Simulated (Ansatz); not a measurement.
# CH6F2N2Si: the cost of one run

All numbers below are computed with Ansatz 0.2.0 (RKS PBE-D4/def2-SVP).

### 1 The starting structure

Bond lengths: C1–N2 1.457 Å, N2–Si3 1.704 Å, Si3–N4 1.678 Å, Si3–F5 1.579 Å, Si3–F6 1.560 Å, C1–H7 1.057 Å, C1–H8 1.080 Å, C1–H9 1.152 Å, N2–H10 1.014 Å, N4–H11 1.057 Å, N4–H12 0.958 Å. Angles (14 of 18 angles, heavy atoms first): C1–N2–Si3 127.1°, N2–Si3–N4 97.4°, N2–Si3–F5 110.4°, N2–Si3–F6 110.4°, N4–Si3–F5 108.2°, N4–Si3–F6 114.3°, F5–Si3–F6 114.7°, C1–N2–H10 105.7°, Si3–N2–H10 106.0°, N2–C1–H7 113.4°, N2–C1–H8 111.5°, N2–C1–H9 111.0°, Si3–N4–H11 101.6°, Si3–N4–H12 108.3°.

Structure file:

```xyz
12

C     0.9241    0.3446    1.6268
N     0.5719   -0.2278    0.3344
Si   -0.8003    0.1324   -0.6095
N    -0.4488   -0.8817   -1.8999
F    -0.7396    1.6244   -1.1239
F    -2.1044   -0.2385    0.1624
H     1.8544    0.0051    1.9977
H     0.1435    0.1862    2.3555
H     0.9830    1.4937    1.5678
H     0.5581   -1.2324    0.4744
H    -1.2437   -0.6648   -2.5623
H     0.3789   -0.5963   -2.2894
```

### 2 End point A

Input file input.yaml:

```yaml
crystal:
  periodic: [false, false, false]
  atoms:
    - { symbol: C, position_ang: [0.9241, 0.3446, 1.6268] }
    - { symbol: "N", position_ang: [0.5719, -0.2278, 0.3344] }
    - { symbol: Si, position_ang: [-0.8003, 0.1324, -0.6095] }
    - { symbol: "N", position_ang: [-0.4488, -0.8817, -1.8999] }
    - { symbol: F, position_ang: [-0.7396, 1.6244, -1.1239] }
    - { symbol: F, position_ang: [-2.1044, -0.2385, 0.1624] }
    - { symbol: H, position_ang: [1.8544, 0.0051, 1.9977] }
    - { symbol: H, position_ang: [0.1435, 0.1862, 2.3555] }
    - { symbol: H, position_ang: [0.983, 1.4937, 1.5678] }
    - { symbol: H, position_ang: [0.5581, -1.2324, 0.4744] }
    - { symbol: H, position_ang: [-1.2437, -0.6648, -2.5623] }
    - { symbol: H, position_ang: [0.3789, -0.5963, -2.2894] }
basis:
  gaussian: { orbitals: def2-SVP }
hamiltonian:
  xc: pbe
  dispersion: d4
relax:
  f_tol: 0.015
  max_steps: 40
```

Launch:

```sh
$ ansatz run input.yaml --threads 2 --pin off --max-ram 3072MiB --backend cpu --events-out ev --progress --plain --runs-dir out
```

Q: Estimate wall time and peak memory on 2 threads of Intel Xeon Platinum 8259CL at 2.50GHz (Skylake/Cascade Lake), shared host.

About 36 s, with a peak of 0.18 GiB.
